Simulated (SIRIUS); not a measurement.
**AlCl under changes of volume**

One of the cells (23.578 Å³/atom); the others are scaled copies at fixed shape and fractional positions:

```
Al Cl
1.0
     0.00000    2.86750    2.86750
     2.86750    0.00000    2.86750
     2.86750    2.86750    0.00000
Al Cl
1 1
Direct
  0.50000 0.50000 0.50000
  0.00000 0.00000 0.00000
```

The cell was built by a generator and needn't be a form met in nature.

| Property | Result |
| --- | --- |
| Program | SIRIUS 7.10.0 |
| Functional | PBE |
| Potentials or basis | PseudoDojo 0.4.1 PBE standard (scalar relativistic) |
| Cutoff | 807 eV |
| Density cutoff | 3227 eV |
| k mesh | 8 × 8 × 8 |
| Occupations | fermi-dirac, width 0.05 eV |
| Spin | no spin polarisation |

```csv
volume (Å³/atom),energy over the lowest point (meV/atom),pressure (GPa),gap on the mesh (eV)
21.729,?,?,?
22.191,76.49,7.3,0.71
22.654,56.61,6.4,0.66
23.578,24.08,4.9,0.40
24.041,11.07,4.2,0.28
24.503,0.00,3.6,0.17
```

Task: What does the run at 21.729 Å³/atom give?

Result: Energy over the lowest point 99.04 meV/atom; pressure 8.3 GPa; gap on the mesh 0.74 eV.

Worked out: A Birch-Murnaghan fit of order 3 (a polynomial in V^(-2/3)) to the other rows has no minimum within the range. It gives 98.99 meV/atom at 21.729 Å³/atom, against the run's 99.04, and -dE/dV = 8.3 GPa, against 8.3. A parabola through the other rows of the gap, of slope -3.66 eV per unit of ln V there, extrapolates to 0.81 eV, against the run's 0.74. The fit is too stiff a form for this range.

Energies are extrapolated to zero smearing.

A mesh can miss the band edges.
